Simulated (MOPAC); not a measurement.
**CH8BPS (SMILES CS[BH2-][PH3+]) at PM7-HH (COSMO water)**

Wanted: a short trajectory of CH8BPS. Input form: an ASE script.

Program for the calculation: MOPAC 23.2.5.

4 further runs of the same task are left out: 2 that didn't finish, 2 set aside as unsound or not needed.

## 1. Starting point

CH8BPS: 12 atoms, total charge 0, spin state singlet. As SMILES, `CS[BH2-][PH3+]`. Geometry: relaxed at GFN2-xTB. This is one conformer, not always the lowest. The run starts from this shape.

Bond lengths: C1–S2 1.820 Å, S2–B3 1.935 Å, B3–P4 1.911 Å, C1–H5 1.086 Å, C1–H6 1.086 Å, C1–H7 1.085 Å, B3–H8 1.188 Å, B3–H9 1.188 Å, P4–H10 1.385 Å, P4–H11 1.379 Å, P4–H12 1.379 Å. Some angles: C1–S2–B3 98.4°, S2–B3–P4 99.0°, S2–C1–H5 109.2°, S2–C1–H6 109.2°, S2–C1–H7 107.4°, S2–B3–H8 112.0°, S2–B3–H9 112.0°, P4–B3–H8 108.5°, P4–B3–H9 108.4°, B3–P4–H10 124.1°.

## 2. A short trajectory at PM7-HH (COSMO water)

job.py

```python
from ase.calculators.mopac import MOPAC
import numpy as np
from ase import units
from ase.md.velocitydistribution import MaxwellBoltzmannDistribution, Stationary, ZeroRotation
from ase.md.verlet import VelocityVerlet
from ase import Atoms

atoms = Atoms(
    ['C', 'S', 'B', 'P', 'H', 'H', 'H', 'H', 'H', 'H', 'H', 'H'],
    positions=[
        [-0.094020, 2.259900, 0.653460],
        [0.653150, 0.608820, 0.815550],
        [-0.414000, -0.315850, -0.507400],
        [0.349240, -2.060070, -0.339400],
        [0.041180, 2.614680, -0.364390],
        [-1.151690, 2.199080, 0.893680],
        [0.413970, 2.916540, 1.352130],
        [-0.203690, 0.083370, -1.606330],
        [-1.558040, -0.375140, -0.192670],
        [-0.048010, -3.157270, -1.084770],
        [0.301070, -2.625460, 0.917180],
        [1.710840, -2.148610, -0.537040],
    ],
)
mopac = MOPAC(label="job", method="PM7-HH", task="1SCF GRADIENTS EPS=78.4 THREADS=1 AUX(PRECISION=6)")
atoms.calc = mopac
MaxwellBoltzmannDistribution(atoms, temperature_K=300, rng=np.random.default_rng(186))
Stationary(atoms)
ZeroRotation(atoms)
dyn = VelocityVerlet(atoms, timestep=1.0 * units.fs, trajectory="opt.traj", logfile="-")
dyn.run(32)
epot = atoms.get_potential_energy()
print("energy / eV: %.6f" % epot)
print("forces (eV/A):")
for sym, f in zip(atoms.get_chemical_symbols(), atoms.get_forces()):
    print(f"{sym:2s} {f[0]:10.5f} {f[1]:10.5f} {f[2]:10.5f}")
print("dipole (e A):", atoms.get_dipole_moment().round(4))
homo, lumo = mopac.get_homo_lumo_levels()
print(f"HOMO {homo:.3f} eV, LUMO {lumo:.3f} eV, gap {lumo - homo:.3f} eV")
print("heat of formation (kcal/mol): %.4f" % (mopac.get_final_heat_of_formation() / 0.0433641153))
print("final positions (A):")
for atom in atoms:
    print(f"{atom.symbol:2s} {atom.x:11.6f} {atom.y:11.6f} {atom.z:11.6f}")
```

Run with:

```sh
$ export ASE_MOPAC_COMMAND="mopac PREFIX.mop > /dev/null 2>&1"
$ python job.py
```

Q: Predict the results. Wanted: potential energy of the last frame.

Answer, from the run:

At PM7-HH (COSMO water):

```
                          quantity         value
potential energy of the last frame  -23.56275 Eh
```
